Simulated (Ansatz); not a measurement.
Born–Oppenheimer molecular dynamics of a periodic cell of 13 atoms, Tl12H (host Tl, host structure P6_3/mmc, interstitial H). It starts from a relaxed structure.

Computed with DFT PBEsol, scalar-relativistic, plane waves, PAW (Ansatz 0.2.0). Settings: cutoff 420 eV, k mesh 3x2x3, fermi-dirac smearing 0.05 eV, no spin polarisation.

```yaml
ensemble: NVT, Nosé–Hoover chain
time_step: 0.75 fs
steps_asked: 300
set_temperature: 900 K
thermostat: time constant 100 fs, chain length 1
seed: 505794
```

Frames 3.75 fs apart, positions in Å, forces in eV/Å.

Velocities at 112.5 fs (Å/ps):

```
Tl -0.17 -1.04 0.47
Tl -1.15 0.09 0.21
Tl -1.98 -0.82 1.81
Tl -0.95 -0.41 -1.34
Tl 1.10 -1.17 0.97
Tl 2.13 -0.61 -1.13
Tl -1.30 0.18 -0.50
Tl -1.98 0.20 -1.71
Tl -0.49 0.28 2.19
Tl -0.13 1.28 -0.64
Tl 1.63 1.70 -0.40
Tl 3.22 0.13 -0.19
H 16.73 35.53 51.14
```

```xyz
13
Lattice="6.9260 0.0000 0.0000 -5.1945 8.9971 0.0000 0.0000 0.0000 5.5390" Properties=species:S:1:pos:R:3:forces:R:3 time_fs=112.5 energy_less_start_eV=0.772 T=518
Tl -0.111 2.164 1.201 0.43 -1.15 1.07
Tl 1.611 1.006 4.231 0.04 0.07 -0.26
Tl -1.738 4.698 1.353 -0.76 0.91 0.49
Tl -0.205 3.857 4.442 0.48 0.40 -1.48
Tl -3.355 7.888 1.478 0.03 0.08 0.11
Tl -1.386 7.065 4.246 -0.50 -0.48 -0.55
Tl 3.384 2.068 1.316 -0.26 -0.41 0.07
Tl 4.965 0.983 4.067 0.13 0.27 -0.46
Tl 1.572 4.932 1.486 0.43 0.21 0.10
Tl 3.522 4.089 4.046 -0.29 0.05 0.10
Tl 0.104 8.131 1.055 0.27 0.38 1.00
Tl 2.029 7.098 4.290 0.03 -0.31 -0.27
H -0.224 6.165 7.133 -0.04 -0.03 0.08
13
Lattice="6.9260 0.0000 0.0000 -5.1945 8.9971 0.0000 0.0000 0.0000 5.5390" Properties=species:S:1:pos:R:3:forces:R:3 time_fs=116.25 energy_less_start_eV=0.753 T=546
Tl -0.112 2.159 1.204 0.43 -1.13 1.05
Tl 1.606 1.006 4.232 0.04 0.08 -0.27
Tl -1.746 4.696 1.360 -0.59 1.00 0.45
Tl -0.208 3.856 4.437 0.47 0.41 -1.38
Tl -3.351 7.884 1.482 0.04 0.09 0.10
Tl -1.378 7.062 4.242 -0.50 -0.50 -0.52
Tl 3.379 2.068 1.314 -0.27 -0.41 0.07
Tl 4.957 0.984 4.060 0.14 0.27 -0.45
Tl 1.571 4.933 1.494 0.34 0.24 0.08
Tl 3.522 4.094 4.043 -0.31 0.04 0.12
Tl 0.110 8.137 1.054 0.27 0.45 0.92
Tl 2.041 7.099 4.290 0.03 -0.31 -0.24
H -0.165 6.293 7.332 -0.09 -0.22 0.07
13
Lattice="6.9260 0.0000 0.0000 -5.1945 8.9971 0.0000 0.0000 0.0000 5.5390" Properties=species:S:1:pos:R:3:forces:R:3 time_fs=120 energy_less_start_eV=0.739 T=571
Tl -0.112 2.154 1.206 0.43 -1.09 1.02
Tl 1.602 1.007 4.233 0.04 0.09 -0.26
Tl -1.754 4.693 1.367 -0.50 1.01 0.39
Tl -0.212 3.854 4.430 0.46 0.41 -1.28
Tl -3.347 7.879 1.486 0.05 0.11 0.10
Tl -1.371 7.060 4.237 -0.49 -0.52 -0.49
Tl 3.374 2.069 1.312 -0.28 -0.40 0.08
Tl 4.950 0.985 4.053 0.15 0.27 -0.44
Tl 1.569 4.935 1.503 0.26 0.27 0.06
Tl 3.521 4.099 4.041 -0.32 0.02 0.15
Tl 0.117 8.144 1.053 0.26 0.39 0.86
Tl 2.053 7.099 4.289 0.02 -0.31 -0.22
H -0.117 6.393 7.543 -0.08 -0.24 0.05
13
Lattice="6.9260 0.0000 0.0000 -5.1945 8.9971 0.0000 0.0000 0.0000 5.5390" Properties=species:S:1:pos:R:3:forces:R:3 time_fs=123.75 energy_less_start_eV=0.718 T=603
Tl -0.112 2.148 1.210 0.41 -1.05 0.98
Tl 1.597 1.007 4.233 0.04 0.11 -0.26
Tl -1.763 4.692 1.375 -0.44 0.97 0.32
Tl -0.214 3.853 4.423 0.45 0.39 -1.18
Tl -3.342 7.875 1.490 0.07 0.13 0.09
Tl -1.363 7.056 4.232 -0.47 -0.53 -0.47
Tl 3.368 2.069 1.310 -0.29 -0.39 0.09
Tl 4.942 0.986 4.046 0.16 0.28 -0.43
Tl 1.568 4.936 1.512 0.20 0.30 0.05
Tl 3.520 4.104 4.039 -0.33 0.01 0.18
Tl 0.123 8.152 1.053 0.24 0.25 0.85
Tl 2.066 7.099 4.287 0.00 -0.32 -0.21
H -0.078 6.464 7.764 -0.05 -0.15 -0.01
13
Lattice="6.9260 0.0000 0.0000 -5.1945 8.9971 0.0000 0.0000 0.0000 5.5390" Properties=species:S:1:pos:R:3:forces:R:3 time_fs=127.5 energy_less_start_eV=0.698 T=635
Tl -0.111 2.142 1.214 0.39 -1.00 0.93
Tl 1.593 1.008 4.233 0.04 0.14 -0.25
Tl -1.772 4.691 1.383 -0.38 0.92 0.24
Tl -0.217 3.853 4.414 0.44 0.37 -1.08
Tl -3.338 7.871 1.494 0.10 0.14 0.09
Tl -1.356 7.053 4.226 -0.47 -0.52 -0.43
Tl 3.363 2.069 1.309 -0.30 -0.37 0.09
Tl 4.935 0.988 4.038 0.17 0.29 -0.42
Tl 1.567 4.938 1.520 0.16 0.30 0.03
Tl 3.518 4.109 4.036 -0.33 0.00 0.21
Tl 0.131 8.159 1.054 0.23 0.13 0.86
Tl 2.079 7.099 4.286 -0.04 -0.33 -0.21
H -0.045 6.515 7.987 0.00 -0.07 -0.06
13
Lattice="6.9260 0.0000 0.0000 -5.1945 8.9971 0.0000 0.0000 0.0000 5.5390" Properties=species:S:1:pos:R:3:forces:R:3 time_fs=131.25 energy_less_start_eV=0.683 T=666
Tl -0.111 2.134 1.219 0.36 -0.94 0.88
Tl 1.589 1.008 4.233 0.05 0.17 -0.23
Tl -1.781 4.691 1.391 -0.33 0.86 0.15
Tl -0.220 3.852 4.405 0.44 0.34 -0.98
Tl -3.333 7.866 1.498 0.12 0.15 0.09
Tl -1.349 7.049 4.220 -0.53 -0.47 -0.32
Tl 3.357 2.068 1.307 -0.31 -0.35 0.09
Tl 4.927 0.989 4.030 0.17 0.29 -0.40
Tl 1.565 4.940 1.529 0.13 0.28 0.00
Tl 3.517 4.114 4.034 -0.34 -0.01 0.25
Tl 0.138 8.167 1.055 0.21 0.08 0.83
Tl 2.092 7.098 4.285 -0.07 -0.35 -0.23
H -0.011 6.558 8.206 0.09 -0.05 -0.12
13
Lattice="6.9260 0.0000 0.0000 -5.1945 8.9971 0.0000 0.0000 0.0000 5.5390" Properties=species:S:1:pos:R:3:forces:R:3 time_fs=135 energy_less_start_eV=0.679 T=692
Tl -0.110 2.126 1.225 0.33 -0.87 0.82
Tl 1.584 1.009 4.233 0.07 0.20 -0.22
Tl -1.791 4.691 1.400 -0.27 0.81 0.07
Tl -0.222 3.852 4.395 0.43 0.32 -0.89
Tl -3.329 7.862 1.502 0.15 0.15 0.09
Tl -1.342 7.044 4.214 -0.71 -0.38 -0.13
Tl 3.350 2.067 1.305 -0.31 -0.33 0.08
Tl 4.920 0.991 4.021 0.16 0.28 -0.38
Tl 1.564 4.942 1.538 0.10 0.25 -0.03
Tl 3.515 4.119 4.032 -0.34 -0.02 0.28
Tl 0.145 8.175 1.057 0.19 0.06 0.77
Tl 2.105 7.098 4.283 -0.09 -0.36 -0.23
H 0.037 6.593 8.412 0.29 -0.10 -0.23
13
Lattice="6.9260 0.0000 0.0000 -5.1945 8.9971 0.0000 0.0000 0.0000 5.5390" Properties=species:S:1:pos:R:3:forces:R:3 time_fs=138.75 energy_less_start_eV=0.666 T=724
Tl -0.109 2.117 1.231 0.29 -0.79 0.76
Tl 1.579 1.010 4.233 0.08 0.22 -0.21
Tl -1.802 4.692 1.409 -0.21 0.77 0.01
Tl -0.224 3.852 4.384 0.43 0.29 -0.79
Tl -3.324 7.858 1.507 0.18 0.15 0.08
Tl -1.336 7.040 4.207 -0.90 -0.30 0.00
Tl 3.343 2.066 1.304 -0.31 -0.32 0.08
Tl 4.912 0.993 4.012 0.15 0.27 -0.36
Tl 1.563 4.944 1.548 0.06 0.20 -0.06
Tl 3.513 4.125 4.031 -0.34 -0.02 0.30
Tl 0.153 8.183 1.059 0.16 0.06 0.72
Tl 2.118 7.097 4.281 -0.10 -0.35 -0.22
H 0.126 6.615 8.591 0.49 -0.16 -0.31
13
Lattice="6.9260 0.0000 0.0000 -5.1945 8.9971 0.0000 0.0000 0.0000 5.5390" Properties=species:S:1:pos:R:3:forces:R:3 time_fs=142.5 energy_less_start_eV=0.601 T=792
Tl -0.108 2.107 1.238 0.26 -0.72 0.70
Tl 1.575 1.011 4.233 0.09 0.23 -0.20
Tl -1.812 4.693 1.418 -0.15 0.74 -0.04
Tl -0.225 3.852 4.373 0.42 0.26 -0.70
Tl -3.318 7.853 1.511 0.20 0.14 0.06
Tl -1.330 7.035 4.201 -0.83 -0.29 -0.08
Tl 3.336 2.065 1.302 -0.31 -0.32 0.07
Tl 4.905 0.996 4.003 0.15 0.24 -0.33
Tl 1.562 4.947 1.557 0.02 0.16 -0.10
Tl 3.511 4.130 4.029 -0.34 -0.03 0.32
Tl 0.161 8.192 1.062 0.12 0.06 0.68
Tl 2.131 7.096 4.279 -0.06 -0.33 -0.16
H 0.280 6.617 8.732 0.43 -0.15 -0.22
13
Lattice="6.9260 0.0000 0.0000 -5.1945 8.9971 0.0000 0.0000 0.0000 5.5390" Properties=species:S:1:pos:R:3:forces:R:3 time_fs=146.25 energy_less_start_eV=0.539 T=861
Tl -0.106 2.097 1.246 0.24 -0.64 0.65
Tl 1.570 1.013 4.232 0.08 0.23 -0.20
Tl -1.823 4.695 1.427 -0.08 0.71 -0.08
Tl -0.227 3.853 4.360 0.40 0.25 -0.62
Tl -3.313 7.849 1.516 0.20 0.13 0.02
Tl -1.324 7.029 4.194 -0.59 -0.31 -0.20
Tl 3.329 2.064 1.300 -0.30 -0.32 0.06
Tl 4.897 0.998 3.993 0.14 0.20 -0.29
Tl 1.561 4.950 1.566 -0.01 0.13 -0.16
Tl 3.508 4.136 4.027 -0.34 -0.03 0.34
Tl 0.170 8.200 1.065 0.07 0.04 0.63
Tl 2.145 7.094 4.277 0.20 -0.21 0.03
H 0.490 6.598 8.846 0.00 -0.17 -0.19
13
Lattice="6.9260 0.0000 0.0000 -5.1945 8.9971 0.0000 0.0000 0.0000 5.5390" Properties=species:S:1:pos:R:3:forces:R:3 time_fs=150 energy_less_start_eV=0.596 T=854
Tl -0.104 2.086 1.254 0.22 -0.56 0.59
Tl 1.565 1.014 4.231 0.07 0.21 -0.19
Tl -1.834 4.697 1.436 -0.01 0.68 -0.13
Tl -0.228 3.853 4.348 0.38 0.22 -0.53
Tl -3.307 7.845 1.521 0.19 0.12 -0.04
Tl -1.319 7.024 4.187 -0.44 -0.31 -0.23
Tl 3.321 2.062 1.298 -0.28 -0.33 0.05
Tl 4.889 1.001 3.983 0.14 0.15 -0.25
Tl 1.560 4.953 1.576 -0.05 0.09 -0.23
Tl 3.505 4.141 4.026 -0.33 -0.04 0.37
Tl 0.178 8.209 1.069 0.03 0.02 0.58
Tl 2.159 7.093 4.275 0.91 0.13 0.51
H 0.700 6.553 8.932 -0.82 -0.38 -0.51
13
Lattice="6.9260 0.0000 0.0000 -5.1945 8.9971 0.0000 0.0000 0.0000 5.5390" Properties=species:S:1:pos:R:3:forces:R:3 time_fs=153.75 energy_less_start_eV=0.630 T=863
Tl -0.103 2.075 1.262 0.20 -0.48 0.54
Tl 1.561 1.016 4.231 0.06 0.20 -0.20
Tl -1.845 4.700 1.446 0.05 0.64 -0.19
Tl -0.229 3.854 4.334 0.36 0.19 -0.44
Tl -3.302 7.841 1.526 0.19 0.13 -0.08
Tl -1.314 7.018 4.179 -0.35 -0.28 -0.21
Tl 3.313 2.060 1.297 -0.26 -0.32 0.04
Tl 4.882 1.004 3.972 0.15 0.11 -0.21
Tl 1.559 4.956 1.585 -0.08 0.07 -0.29
Tl 3.502 4.147 4.025 -0.31 -0.08 0.41
Tl 0.187 8.218 1.073 0.00 -0.01 0.52
Tl 2.174 7.091 4.273 1.18 0.41 0.77
H 0.805 6.455 8.952 -1.18 -0.56 -0.67
```

Of the whole run (225 fs, mean temperature of the second half 981 K): The conserved energy stayed within 0.061 meV per atom of its start (net change -0.0059 meV per atom), so the integration is sound. A run of 0.23 ps of so small a system gives no equilibrium averages. Limits of this set-up: coarse k mesh, odd electron count without spin, a small cell, in which the defect meets its images, a typed lattice constant that wasn't relaxed here.

Run time: 17 min on 4 threads of AMD EPYC 7B13 (Zen 3), with other jobs on the host, peak memory 1.2 GiB.
